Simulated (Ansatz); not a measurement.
# Si2Mo: the cost of one run

Program: Ansatz 0.2.0. Level of theory: DFT PBE, scalar-relativistic, plane waves, PAW. These are calculated values, not measurements.

## 1. Starting point

It takes space group I4/mmm (No. 139, tetragonal). Conventional cell: a = 3.200 Å, b = 3.200 Å, c = 7.861 Å, α = 90.00°, β = 90.00°, γ = 90.00°. Around Si (site symmetry 4mm) lie 5 Si at 2.61 to 2.63 Å and 5 Mo at 2.62 Å. Around Mo (site symmetry 4/mmm) lie 10 Si at 2.62 Å.

Coordinates:

```cif
data_structure
_symmetry_space_group_name_H-M 'I4/mmm'
_symmetry_Int_Tables_number 139
_cell_length_a 3.2000
_cell_length_b 3.2000
_cell_length_c 7.8610
_cell_angle_alpha 90.000
_cell_angle_beta 90.000
_cell_angle_gamma 90.000
_cell_volume 80.50
loop_
_atom_site_label
_atom_site_type_symbol
_atom_site_symmetry_multiplicity
_atom_site_Wyckoff_symbol
_atom_site_fract_x
_atom_site_fract_y
_atom_site_fract_z
_atom_site_occupancy
Si1 Si 4 e 0.00000 0.00000 0.33300 1
Mo1 Mo 2 a 0.00000 0.00000 0.00000 1
```

The structure rests on an entry of the Crystallography Open Database; cell or positions may have been set otherwise for this series.

## 2. Relaxing the atoms: Si2Mo, no spin

Contents of input.yaml:

```yaml
crystal:
  lattice:
    - [-1.6, 1.6, 3.9305]
    - [1.6, -1.6, 3.9305]
    - [1.6, 1.6, -3.9305]
  atoms:
    - { symbol: Si, position: [0.333, 0.333, 0.0] }
    - { symbol: Si, position: [0.667, 0.667, 0.0] }
    - { symbol: Mo, position: [0.0, 0.0, 0.0] }
scf:
  occupations: { method: methfessel_paxton, width: 0.2 }
output:
  forces: true
  stress: true
  eigenvalues: true
  write_density: true
  write_potential: true
  elf: true
  volumetric_format: npy
kpoints:
  mp_grid: { grid: [12, 12, 12] }
relax:
  f_tol: 0.002
```

Started as:

```bash
> ansatz run input.yaml --threads 8 --pin off --max-ram 32768MiB --backend cpu --events-out ev --progress --plain --runs-dir out
```

Q: Estimate wall time and peak memory on 8 threads of Intel Xeon Platinum 8259CL at 2.50GHz (Skylake/Cascade Lake), shared host.

About 4 s, with a peak of 0.53 GiB.
